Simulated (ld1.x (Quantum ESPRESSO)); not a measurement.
# Mo, TM: a sweep of the scale of all radii, part 2 of 2

Aim: generate and test one potential in full, then change the scale of all radii and see what happens to hardness, ghosts and transferability.

ld1.x (Quantum ESPRESSO) 7.5; first potential PBE, scalar-relativistic. The steps go on from the part before.

## 5. Plane-wave convergence, by spherical Bessel functions

This step uses the generator's waves and projectors in a separate script. Basis: spherical Bessel functions vanishing at 20 bohr, q² up to the cutoff; potential fixed at the reference.

All-electron valence levels (Ry): 4p -4.1711, 5p -0.9326, 4d -1.5307, 4s -6.0823, 5s -1.3012. The lowest levels of each channel (Ry) by cutoff; the last column sums, over occupied levels, occupation times the distance from the level at 400 Ry. A positive value at high cutoff is not a bound level.

```
cutoff (Ry)     p #1     p #2     d #1     s #1     s #2     f #1  Σ f·Δε (mRy)
          8  -3.5701  -0.8238  -1.1017  -5.9730  -1.3565  -0.3077        5540.8
         12  -3.9920  -0.8979  -1.3010  -5.9821  -1.4043  -0.3094        2193.9
         18  -4.1520  -0.9485  -1.4479  -6.0285  -1.4092  -0.3106         553.4
         21  -4.1648  -0.9588  -1.4777  -6.0504  -1.4099  -0.3108         314.0
         30  -4.1686  -0.9694  -1.5144  -6.0762  -1.4143  -0.3110          92.7
         40  -4.1702  -0.9697  -1.5281  -6.0780  -1.4173  -0.3110          24.8
         50  -4.1710  -0.9701  -1.5305  -6.0803  -1.4175  -0.3110           5.7
         55  -4.1711  -0.9703  -1.5306  -6.0812  -1.4175  -0.3110           2.8
         70  -4.1711  -0.9706  -1.5307  -6.0822  -1.4178  -0.3110           0.6
         90  -4.1711  -0.9706  -1.5307  -6.0822  -1.4180  -0.3110           0.2
        400  -4.1711  -0.9707  -1.5307  -6.0823  -1.4180  -0.3110           0.0
```

The sum stays within 10 mRy from 50 Ry and within 1 mRy from 70 Ry. The sum leaves out empty levels, which can need more. Ghost test: no level below the all-electron spectrum of its channel (p, d, s, f tested).

## 6. Changed: scale of all radii = 1.06

Mo.in reads:

```
 &input
   title='Mo', zed=42., rel=1, dft='PBE', iswitch=3,
   config='[Kr] 4d4 5s0 5p0',
   nld=3, rlderiv=2.05, eminld=-8.0, emaxld=5.0, deld=0.04
 /
 &inputp
   pseudotype=2, tm=.true., lloc=0,
   nlcc=.false.,
   file_pseudopw='Mo.UPF', file_wfcaegen='ae.wfc', file_wfcncgen='nc.wfc', file_beta='beta', file_chi='chi'
 /
3
4P  2  1   6.00   0.00  1.88  1.88  0.0
4D  3  2   4.00   0.00  1.60  1.60  0.0
4S  1  0   2.00   0.00  1.82  1.82  0.0
 &test
   configts(1)='4s2 4p6 4d4 5s0 5p0'
 /
```

Launch:

```bash
ld1.x < Mo.in > Mo.out
```

The output, Mo.out (without the banner and most projector matrices):

```text
     Program LD1 v.7.5
     [... all-electron run as in step 2 ...]


     --------------------- Generating NC pseudopotential ---------------------

      Generating local pot.: lloc=0, matching radius rcloc =   1.8200

      Wfc   4P  rcut= 1.891  Using Troullier-Martins method

      Wfc   4D  rcut= 1.588  Using Troullier-Martins method

     ------------------- End of pseudopotential generation -------------------

     [... all-electron run as in step 2 ...]


     Computing logarithmic derivative in   2.05156
     Computing logarithmic derivative in   2.05156
     Computing the partial wave expansion
       no projector for channel:   0
     R is outside the sphere for l=    1 j= 0.00
     R is outside the sphere for l=    2 j= 0.00

     ---------------------- Testing the pseudopotential ----------------------

     Mo
     scalar relativistic calculation

     atomic number is 42.00   valence charge is 14.00
     dft =PBE   lsd =0 sic =0 latt =0  beta=0.20 tr2=1.0E-14
     mesh =1229 r(mesh) = 100.71859 xmin = -7.00 dx = 0.01250

     n l     nl             e AE (Ry)        e PS (Ry)    De AE-PS (Ry)
     1 0     4S   1( 2.00)       -6.08228       -6.08227       -0.00000
     2 1     4P   1( 6.00)       -4.17108       -4.17108        0.00000
     3 2     4D   1( 4.00)       -1.53074       -1.53074       -0.00000
     2 0     5S   1( 0.00)       -1.30116       -1.45542        0.15425  !
     3 1     5P   1( 0.00)       -0.93263       -0.98311        0.05047  !

     eps = 5.7E-15  iter = 25

     Etot =   -8095.600994 Ry,   -4047.800497 Ha, -110146.262765 eV
     Etotps =  -134.842437 Ry,     -67.421218 Ha,   -1834.624817 eV

     Ekin =      43.016544 Ry,      21.508272 Ha,     585.269890 eV
     Encl =    -255.188677 Ry,    -127.594338 Ha,   -3472.018826 eV
     Ehrt =      95.815295 Ry,      47.907648 Ha,    1303.633506 eV
     Ecxc =     -14.292140 Ry,      -7.146070 Ha,    -194.454464 eV
     Epseu=      -4.193459 Ry,      -2.096730 Ha,     -57.054923 eV

     ---------------------- End of pseudopotential test ----------------------
```

It took 1.7 s on 1 thread, shared host. (Generation and the later configuration tests together.)

The test run was repeated on this file; only its results are given.

The tests as a table, with energies relative to 4s2 4p6 4d4 5s0 5p0.

```tsv
valence configuration	charge	ΔE all-electron (eV)	error AE − PS (meV)
4s2 4p6 4d5 5s1 5p0	0	-22.352	+1153
4s2 4p6 4d5 5s0 5p0	+1	-15.462	+27
4s2 4p6 4d3 5s0 5p0	+3	26.744	+42
4s2 4p6 4d5 5s0.5 5p0	+0.5	-19.625	+668
4s2 4p6 4d4 5s1 5p0	+1	-14.288	+1672
4s2 4p6 4d5 5s0 5p1	0	-19.211	+226
4s2 4p6 4d4 5s2 5p0	0	-22.153	+2637
```

With this change the loose cutoff goes from 50 Ry to 45 Ry, the largest test error goes from +1983 to +2637 meV and there is no bound ghost.

## 7. Variant: scale of all radii = 1.13

Mo.in reads:

```
 &input
   title='Mo', zed=42., rel=1, dft='PBE', iswitch=3,
   config='[Kr] 4d4 5s0 5p0',
   nld=3, rlderiv=2.20, eminld=-8.0, emaxld=5.0, deld=0.04
 /
 &inputp
   pseudotype=2, tm=.true., lloc=0,
   nlcc=.false.,
   file_pseudopw='Mo.UPF', file_wfcaegen='ae.wfc', file_wfcncgen='nc.wfc', file_beta='beta', file_chi='chi'
 /
3
4P  2  1   6.00   0.00  2.00  2.00  0.0
4D  3  2   4.00   0.00  1.70  1.70  0.0
4S  1  0   2.00   0.00  1.94  1.94  0.0
 &test
   configts(1)='4s2 4p6 4d4 5s0 5p0'
 /
```

Launch:

```bash
ld1.x < Mo.in > Mo.out
```

What the program wrote to Mo.out (without the banner and most projector matrices):

```text
     Program LD1 v.7.5
     [... all-electron run as in step 2 ...]


     --------------------- Generating NC pseudopotential ---------------------

      Generating local pot.: lloc=0, matching radius rcloc =   1.9400

      Wfc   4P  rcut= 1.988  Using Troullier-Martins method

      Wfc   4D  rcut= 1.711  Using Troullier-Martins method

     ------------------- End of pseudopotential generation -------------------

     [... all-electron run as in step 2 ...]


     Computing logarithmic derivative in   2.21134
     Computing logarithmic derivative in   2.21134
     Computing the partial wave expansion
       no projector for channel:   0
     R is outside the sphere for l=    1 j= 0.00
     R is outside the sphere for l=    2 j= 0.00

     ---------------------- Testing the pseudopotential ----------------------

     Mo
     scalar relativistic calculation

     atomic number is 42.00   valence charge is 14.00
     dft =PBE   lsd =0 sic =0 latt =0  beta=0.20 tr2=1.0E-14
     mesh =1229 r(mesh) = 100.71859 xmin = -7.00 dx = 0.01250

     n l     nl             e AE (Ry)        e PS (Ry)    De AE-PS (Ry)
     1 0     4S   1( 2.00)       -6.08228       -6.08227       -0.00000
     2 1     4P   1( 6.00)       -4.17108       -4.17108        0.00000
     3 2     4D   1( 4.00)       -1.53074       -1.53074        0.00000
     2 0     5S   1( 0.00)       -1.30116       -1.52174        0.22058  !
     3 1     5P   1( 0.00)       -0.93263       -1.00201        0.06938  !

     eps = 4.8E-15  iter = 21

     Etot =   -8095.600994 Ry,   -4047.800497 Ha, -110146.262765 eV
     Etotps =  -135.036542 Ry,     -67.518271 Ha,   -1837.265756 eV

     Ekin =      43.036220 Ry,      21.518110 Ha,     585.537602 eV
     Encl =    -255.178228 Ry,    -127.589114 Ha,   -3471.876655 eV
     Ehrt =      96.013846 Ry,      48.006923 Ha,    1306.334924 eV
     Ecxc =     -14.297856 Ry,      -7.148928 Ha,    -194.532241 eV
     Epseu=      -4.610525 Ry,      -2.305262 Ha,     -62.729385 eV

     ---------------------- End of pseudopotential test ----------------------
```

Wall time 1.8 s (1 thread, shared host). (Generation and the later configuration tests together.)

The test run was repeated on this file; only its results are given.

Energies count from the reference configuration 4s2 4p6 4d4 5s0 5p0; the error is all-electron less pseudo.

```tsv
valence configuration	charge	ΔE all-electron (eV)	error AE − PS (meV)
4s2 4p6 4d5 5s1 5p0	0	-22.352	+1715
4s2 4p6 4d5 5s0 5p0	+1	-15.462	+44
4s2 4p6 4d3 5s0 5p0	+3	26.744	+64
4s2 4p6 4d5 5s0.5 5p0	+0.5	-19.625	+990
4s2 4p6 4d4 5s1 5p0	+1	-14.288	+2410
4s2 4p6 4d5 5s0 5p1	0	-19.211	+326
4s2 4p6 4d4 5s2 5p0	0	-22.153	+3834
```

With this change the loose cutoff goes from 50 Ry to 45 Ry, the largest test error goes from +1983 to +3834 meV and there is no bound ghost.

## 8. All runs side by side

What follows sums up all 2 parts.

Cutoffs, loose and tight: the cutoffs (Ry, on a coarse ladder) from which the occupation-weighted sum of valence levels, in a spherical-Bessel basis at the reference potential, stays within 10 and 1 mRy of its value at 400 Ry; empty and scattering waves don't count. The number of plane waves in a given cell goes as the cutoff to the power 3/2; it is given for the loose cutoff, relative to the first potential. Test errors are all-electron less pseudo. The phase difference is the largest within 1 Ry of zero, over the channels with partial waves.

```csv
scale of all radii,outcome,"cutoff, loose","cutoff, tight","plane waves, relative",bound ghosts,largest test error (meV),phase difference near zero (rad)
1 (first),generated,50 Ry,70 Ry,1.00,none,+1983,1.408
1.06,generated,45 Ry,60 Ry,0.85,none,+2637,1.304
1.13,generated,45 Ry,55 Ry,0.85,none,+3834,1.332
```

What this shows: The loose cutoff is 50 Ry at 1, 45 Ry at 1.06 and 45 Ry at 1.13. The largest test error is 1983 meV at 1, 2637 meV at 1.06 and 3834 meV at 1.13.

The first potential by itself. By total energies transferability is poor: the largest error is 1983 meV on 22.2 eV, for 4s2 4p6 4d4 5s2 5p0. The potential is of middling hardness: the looser tolerance needs 50 Ry. No bound ghost shows below the valence levels.
